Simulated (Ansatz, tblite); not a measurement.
**Sn(OH)H3 (SnH₄O): one state, many levels**

How do method and basis change the picture of Sn(OH)H3 (SnH₄O) (singlet)?

Method: as each input shows; program: Ansatz 0.2.0, Gaussian basis.

Levels to be run: GFN1-xTB, GFN2-xTB, PBE-D4/def2-TZVP, r2SCAN-D4/def2-TZVP, HF/def2-TZVP, LC-ωPBE/def2-TZVP, BHLYP-D4/def2-TZVP, B2PLYP/def2-TZVP, CAM-B3LYP-D4/def2-TZVP, B3LYP-D4/def2-TZVP, r2SCANh-D4/def2-TZVP, PBE-D4/def2-SVP, PBE0-D4/def2-SVP, PBE0-D4/def2-TZVPD, PBE-D4/def2-TZVPD, r2SCAN-D4/def2-TZVPD, CCSD(T)/def2-TZVPP, MP2/def2-TZVP, RPA/def2-TZVP, CCSD(T)/def2-TZVPD.

3 further runs of the same task are left out: 1 that didn't finish, 2 set aside as unsound or not needed.

### Step 1. The structure

The geometry is that of the singlet, from an earlier relaxation (PBE0-D4/def2-TZVP).

6 atoms, charge 0, spin multiplicity 1.

Bond lengths: Sn1–O2 1.970 Å, Sn1–H4 1.709 Å, Sn1–H5 1.709 Å, Sn1–H6 1.698 Å, O2–H3 0.960 Å. Angles: O2–Sn1–H4 108.5°, O2–Sn1–H5 108.5°, O2–Sn1–H6 103.1°, H4–Sn1–H5 110.8°, H4–Sn1–H6 112.8°, H5–Sn1–H6 112.8°, Sn1–O2–H3 113.2°.

Sn takes a core potential in the def2 sets. No spin-orbit coupling is included.

PBE0-D4/def2-TZVP was run before; its log isn't repeated, and its numbers join the tables.

### Step 2. GFN1-xTB

Tight binding, by tblite at 300 K electronic temperature and without a spin-polarisation term:

```python
tblite.interface.Calculator('GFN1-xTB', numbers, positions, charge=0, uhf=0).singlepoint()
```

Energy -253.7610 eV, HOMO -12.61 eV, LUMO -5.33 eV; 0.008 s.

### Step 3. GFN2-xTB

Tight binding, by tblite at 300 K electronic temperature and without a spin-polarisation term:

```python
tblite.interface.Calculator('GFN2-xTB', numbers, positions, charge=0, uhf=0).singlepoint()
```

Energy -222.4279 eV, HOMO -11.80 eV, LUMO -5.66 eV; 0.005 s.

### Step 4. PBE-D4/def2-TZVP

start.molden holds the orbitals of an earlier run on this state, given as this run's starting guess.

File in.yaml:

```yaml
crystal:
  periodic: [false, false, false]
  atoms:
    - {symbol: Sn, position_ang: [-0.065787, -0.122261, -0.475144]}
    - {symbol: O, position_ang: [-0.076244, -0.120233, 1.494647]}
    - {symbol: H, position_ang: [0.353240, 0.649056, 1.874819]}
    - {symbol: H, position_ang: [1.558081, -0.117204, -1.008355]}
    - {symbol: H, position_ang: [-0.889182, 1.271868, -1.022628]}
    - {symbol: H, position_ang: [-0.880109, -1.561216, -0.863339]}
basis:
  gaussian: {orbitals: def2-TZVP, initial_orbitals: start.molden}
hamiltonian: {xc: pbe, dispersion: d4}
scf: {omitted_lower_state_checks: [starts]}
output: {forces: true, orbitals: {seedname: orbitals}}
```

Started as:

```
ansatz run in.yaml --threads 4 --pin off --events-out ev --progress --plain --max-ram 3916MiB
```

The runs that follow: r2SCAN-D4/def2-TZVP; HF/def2-TZVP; LC-ωPBE/def2-TZVP; BHLYP-D4/def2-TZVP; B2PLYP/def2-TZVP; CAM-B3LYP-D4/def2-TZVP; B3LYP-D4/def2-TZVP; r2SCANh-D4/def2-TZVP; PBE-D4/def2-SVP; PBE0-D4/def2-SVP; PBE0-D4/def2-TZVPD; PBE-D4/def2-TZVPD; r2SCAN-D4/def2-TZVPD; CCSD(T)/def2-TZVPP; MP2/def2-TZVP; RPA/def2-TZVP; CCSD(T)/def2-TZVPD.

Q: Predict the results of all the runs planned. Wanted: gap in def2-TZVP, named functionals and Hartree-Fock, smallest and largest; correlation energy, CCSD(T)/def2-TZVPP; correlation energy, MP2/def2-TZVP; correlation energy, CCSD(T)/def2-TZVPD; binding an atom, CCSD(T)/def2-TZVPP; PBE0 total energy, smallest basis above largest.

As calculated:

```
                                                                  quantity                            value
gap in def2-TZVP, named functionals and Hartree-Fock, smallest and largest  5.28 eV (PBE-D4), 13.82 eV (HF)
                                    correlation energy, CCSD(T)/def2-TZVPP                        -16.74 eV
                                         correlation energy, MP2/def2-TZVP                        -15.53 eV
                                    correlation energy, CCSD(T)/def2-TZVPD                        -16.53 eV
                                       binding an atom, CCSD(T)/def2-TZVPP                         2.713 eV
                           PBE0 total energy, smallest basis above largest   3.09 eV (def2-SVP, def2-TZVPD)
```

In words: Orbital gaps of the named functionals and Hartree-Fock in def2-TZVP span 5.28 eV (PBE-D4) to 13.82 eV (HF); exact exchange widens it. The functionals in def2-TZVP miss CCSD(T)/def2-TZVPP by -0.071 (BHLYP-D4) to +0.044 eV (CAM-B3LYP-D4) an atom. CCSD(T)/def2-TZVPP isn't at the basis-set limit; small misses against it rank nothing.
